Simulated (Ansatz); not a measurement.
**Cl2H3InOSi: basis-set convergence**

The task here is to estimate one member of a computed series from the others.

Method: one geometry, several basis sets; program: Ansatz 0.2.0, Gaussian basis.

Levels to be run: PBE0-D4/def2-SVP; ωB97M-V/def2-SVP; PBE0-D4/def2-QZVPP; ωB97M-V/def2-QZVPP; the functionals' def2-TZVPP values are taken from earlier runs.

1 further run of the same task is left out (for a known fault of the program).

## The relaxed structure

The geometry comes from an earlier relaxation with PBE0-D4 in a triple-zeta def2 set; it is a stationary point, not always the lowest conformer. In takes the def2 core potential; no spin-orbit term is included.

SMILES `[SiH3][O][In]([Cl])[Cl]`, 8 atoms, charge 0, spin multiplicity 1.

Atoms are counted from 1 here; the program's logs count them from 0.

Bond lengths: Si1–O2 1.638 Å, Si1–H6 1.490 Å, Si1–H7 1.487 Å, Si1–H8 1.486 Å, O2–In3 1.950 Å, In3–Cl4 2.296 Å, In3–Cl5 2.288 Å. Angles: O2–Si1–H6 111.2°, O2–Si1–H7 109.6°, O2–Si1–H8 109.4°, H6–Si1–H7 108.7°, H6–Si1–H8 108.8°, H7–Si1–H8 109.2°, Si1–O2–In3 136.8°, O2–In3–Cl4 119.8°, O2–In3–Cl5 118.1°, Cl4–In3–Cl5 122.1°.

The first run:

Input file in.yaml:

```yaml
crystal:
  periodic: [false, false, false]
  atoms:
    - {symbol: Si, position_ang: [-1.170810, -0.098325, 0.976492]}
    - {symbol: O, position_ang: [-0.191754, 0.710225, -0.058937]}
    - {symbol: In, position_ang: [1.348438, 0.290875, -1.178543]}
    - {symbol: Cl, position_ang: [2.183822, -1.847446, -1.214412]}
    - {symbol: Cl, position_ang: [2.266486, 1.977028, -2.423981]}
    - {symbol: H, position_ang: [-0.723494, -1.509196, 1.148781]}
    - {symbol: H, position_ang: [-2.561024, -0.099010, 0.449442]}
    - {symbol: H, position_ang: [-1.151676, 0.575839, 2.301148]}
basis:
  gaussian: {orbitals: def2-SVP}
hamiltonian: {xc: pbe0, dispersion: d4}
output: {orbitals: {seedname: orbitals}}
```

Run with:

```
> ansatz run in.yaml --threads 4 --pin off --events-out ev --progress --plain --max-ram 10444MiB
```

Steps of the session up to this table: PBE0-D4 in def2-SVP; ωB97M-V in def2-SVP; PBE0-D4 in def2-QZVPP; ωB97M-V in def2-QZVPP.

One of the session's tables, all rows but one given; the rest of the session is left out.

It belongs to the step «Functionals by basis». 

```
functional       basis  HOMO (eV)  LUMO (eV)
   PBE0-D4    def2-SVP      -8.70      -2.63
   PBE0-D4  def2-TZVPP      -8.81      -2.74
   PBE0-D4  def2-QZVPP      -8.83      -2.78
   ωB97M-V    def2-SVP     -10.94      -0.57
   ωB97M-V  def2-TZVPP          ?          ?
   ωB97M-V  def2-QZVPP     -11.13      -0.90
```

Q: Estimate the row for ωB97M-V, def2-TZVPP from the others.

The run gave: HOMO (eV): -11.11; LUMO (eV): -0.79. In the column «HOMO (eV)» it lies between ωB97M-V, def2-QZVPP (-11.13) and ωB97M-V, def2-SVP (-10.94).
